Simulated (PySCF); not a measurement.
# H4O4Tb (Tb(OH)4-): the cost of one run

The runs use PySCF 2.14.0; PBE0, Tb lcecp-1-SVP with ECP54, O def2-SVP, H def2-SVP; scalar-relativistic core potentials, no spin–orbit coupling.

1 further run of the same task is left out (for a known fault of the program).

### 1 Where the work starts

9 atoms, charge -1, spin multiplicity 1.

Bond lengths: Tb1–O2 2.165 Å, Tb1–O4 2.165 Å, Tb1–O6 2.165 Å, Tb1–O8 2.165 Å, O2–H3 0.966 Å, O4–H5 0.966 Å, O6–H7 0.966 Å, O8–H9 0.966 Å. Angles: O2–Tb1–O4 109.5°, O2–Tb1–O6 109.5°, O2–Tb1–O8 109.5°, O4–Tb1–O6 109.5°, O4–Tb1–O8 109.5°, O6–Tb1–O8 109.5°, Tb1–O2–H3 158.8°, Tb1–O4–H5 158.8°, Tb1–O6–H7 158.8°, Tb1–O8–H9 158.8°.

Geometry (Å):

```tsv
atom	x (Å)	y (Å)	z (Å)
Tb1	0.00000	0.00000	0.00000
O2	1.24980	1.24980	1.24980
H3	2.01700	1.52200	1.76950
O4	-1.24980	-1.24980	1.24980
H5	-2.01700	-1.52200	1.76950
O6	1.24980	-1.24980	-1.24980
H7	1.52200	-2.01700	-1.76950
O8	-1.24980	1.24980	-1.24980
H9	-1.52200	2.01700	-1.76950
```

Formal oxidation states: Tb +3. Each metal's 8 4f electrons lie in its core potential, so multiplicities, spins and levels count the valence alone.

### 2 SCF at the start, singlet

run.py (the lines that set the calculation)

```python
mol = gto.M(atom='''
Tb     0.00000     0.00000     0.00000
O      1.24980     1.24980     1.24980
H      2.01700     1.52200     1.76950
O     -1.24980    -1.24980     1.24980
H     -2.01700    -1.52200     1.76950
O      1.24980    -1.24980    -1.24980
H      1.52200    -2.01700    -1.76950
O     -1.24980     1.24980    -1.24980
H     -1.52200     2.01700    -1.76950''',
    basis={'Tb': 'lcecp-1-SVP', 'O': 'def2-SVP', 'H': 'def2-SVP'},
    ecp={'Tb': 'lcecp-1-SVP'},
    charge=-1, spin=0)
mf = dft.RKS(mol, xc='PBE0')
mf.grids.atom_grid = (50, 194)  # f atoms: unpruned, at least (60, 302)
mf = mf.density_fit()  # fitting sets: Tb AutoAux, O def2-universal-JKFIT, H def2-universal-JKFIT
mf.conv_tol = 1e-08; mf.max_cycle = 55
mf.kernel(dm0)  # dm0: free metal ions and neutral atoms
```

Command:

```
OMP_NUM_THREADS=2 python run.py
```

Q: Estimate wall time and peak memory on 2 threads of Arm Neoverse V2, shared host.

About 3.1 s, with a peak of 0.65 GiB.
